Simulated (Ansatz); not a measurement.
# CH6BIn: one structure at several levels

The atoms stand at a structure displaced at random from a GFN2-xTB minimum. How far do the functionals agree with CCSD(T) there?

Computed with Ansatz 0.2.0, Gaussian basis. Level: single points in def2-TZVPP.

Cores are frozen in the correlated methods. Filled d shells of the heavier atoms are correlated. Core potentials replace the inner electrons past krypton, and spin-orbit coupling is left out.

### Step 1. Starting geometry

SMILES `[BH2][InH][CH3]`, 9 atoms, charge 0, spin multiplicity 1.

Atoms are counted from 1 here; the program's logs count them from 0.

Bond lengths: B1–In2 2.371 Å, B1–H4 1.203 Å, B1–H5 1.146 Å, In2–C3 2.276 Å, In2–H6 1.845 Å, C3–H7 1.166 Å, C3–H8 1.132 Å, C3–H9 1.104 Å. Angles: In2–B1–H4 118.6°, In2–B1–H5 122.2°, H4–B1–H5 119.2°, B1–In2–C3 125.8°, B1–In2–H6 121.2°, C3–In2–H6 113.0°, In2–C3–H7 111.0°, In2–C3–H8 110.5°, In2–C3–H9 112.3°, H7–C3–H8 106.8°, H7–C3–H9 107.0°, H8–C3–H9 109.0°.

Coordinates:

```
B    -2.0668    0.5056   -1.0250
In   -0.3385    0.3665    0.5915
C     1.6907   -0.6197    0.2907
H    -2.8249   -0.4221   -1.1382
H    -2.1840    1.4118   -1.7174
H    -0.5374    1.1077    2.2689
H     2.5534    0.0876    0.6290
H     1.8626   -0.8447   -0.8049
H     1.7932   -1.5541    0.8696
```

### Step 2. CCSD(T)/def2-TZVPP

The input, run/in.yaml:

```yaml
crystal:
  periodic: [false, false, false]
  atoms:
    - {symbol: B, position_ang: [-2.066800, 0.505600, -1.025000]}
    - {symbol: In, position_ang: [-0.338500, 0.366500, 0.591500]}
    - {symbol: C, position_ang: [1.690700, -0.619700, 0.290700]}
    - {symbol: H, position_ang: [-2.824900, -0.422100, -1.138200]}
    - {symbol: H, position_ang: [-2.184000, 1.411800, -1.717400]}
    - {symbol: H, position_ang: [-0.537400, 1.107700, 2.268900]}
    - {symbol: H, position_ang: [2.553400, 0.087600, 0.629000]}
    - {symbol: H, position_ang: [1.862600, -0.844700, -0.804900]}
    - {symbol: H, position_ang: [1.793200, -1.554100, 0.869600]}
basis:
  gaussian: {orbitals: def2-TZVPP}
correlation: {method: ccsd_t}
output: {forces: true}
```

No record of the launch command was kept for these runs.

### Step 3. PBE0-D4/def2-TZVPP

run/in.yaml: that of step 2 with these lines changed.

```diff
@@ -14,3 +14,3 @@
   gaussian: {orbitals: def2-TZVPP}
-correlation: {method: ccsd_t}
-output: {forces: true}
+hamiltonian: {xc: pbe0, dispersion: d4}
+output: {forces: true, orbitals: {seedname: orbitals}}
```

### Step 4. wB97M-V/def2-TZVPP

run/in.yaml: that of step 3 with these lines changed.

```diff
@@ -14,3 +14,3 @@
   gaussian: {orbitals: def2-TZVPP}
-hamiltonian: {xc: pbe0, dispersion: d4}
-output: {forces: true, orbitals: {seedname: orbitals}}
+hamiltonian: {xc: {name: wB97M-V}}
+output: {forces: true}
```

### Step 5. r2SCAN-D4/def2-TZVPP

run/in.yaml: that of step 4 with these lines changed.

```diff
@@ -14,3 +14,3 @@
   gaussian: {orbitals: def2-TZVPP}
-hamiltonian: {xc: {name: wB97M-V}}
+hamiltonian: {xc: r2scan, dispersion: d4}
 output: {forces: true}
```

### Step 6. PBE-D4/def2-TZVPP

run/in.yaml: that of step 5 with these lines changed.

```diff
@@ -14,3 +14,3 @@
   gaussian: {orbitals: def2-TZVPP}
-hamiltonian: {xc: r2scan, dispersion: d4}
+hamiltonian: {xc: pbe, dispersion: d4}
 output: {forces: true}
```

### Step 7. BHLYP-D4/def2-TZVPP

run/in.yaml: that of step 6 with these lines changed.

```diff
@@ -14,3 +14,3 @@
   gaussian: {orbitals: def2-TZVPP}
-hamiltonian: {xc: pbe, dispersion: d4}
+hamiltonian: {xc: {name: BHLYP}, dispersion: d4}
 output: {forces: true}
```

### Step 8. CAM-B3LYP-D4/def2-TZVPP

run/in.yaml: that of step 7 with these lines changed.

```diff
@@ -14,3 +14,3 @@
   gaussian: {orbitals: def2-TZVPP}
-hamiltonian: {xc: {name: BHLYP}, dispersion: d4}
+hamiltonian: {xc: {name: CAM-B3LYP}, dispersion: d4}
 output: {forces: true}
```

(Steps that only read results are left out.)

What does the calculation give? Wanted: energy less free atoms, CCSD(T)/def2-TZVPP; RMS force component; RMS force error; HOMO and LUMO, PBE0-D4; T1 diagnostic.

**Answer**, as computed:

| quantity | value |
| --- | --- |
| energy less free atoms, CCSD(T)/def2-TZVPP | -2603.3 kJ/mol |
| RMS force component | 0.702 to 0.775 eV/Å over the methods |
| RMS force error | PBE0-D4 0.028, wB97M-V 0.054, r2SCAN-D4 0.043, PBE-D4 0.116, BHLYP-D4 0.150, CAM-B3LYP-D4 0.053 eV/Å |
| HOMO and LUMO, PBE0-D4 | -6.93 and -2.28 eV |
| T1 diagnostic | 0.014 |

In words: Against CCSD(T) the functionals' energies less atoms differ by -62.4 to -9.5 kJ/mol, PBE-D4 by -62.4 kJ/mol. A larger basis would deepen the CCSD(T) value, while the functionals are nearly converged already, so the order here is not reliable. The forces of PBE0-D4 come nearest to CCSD(T), those of BHLYP-D4 are farthest.
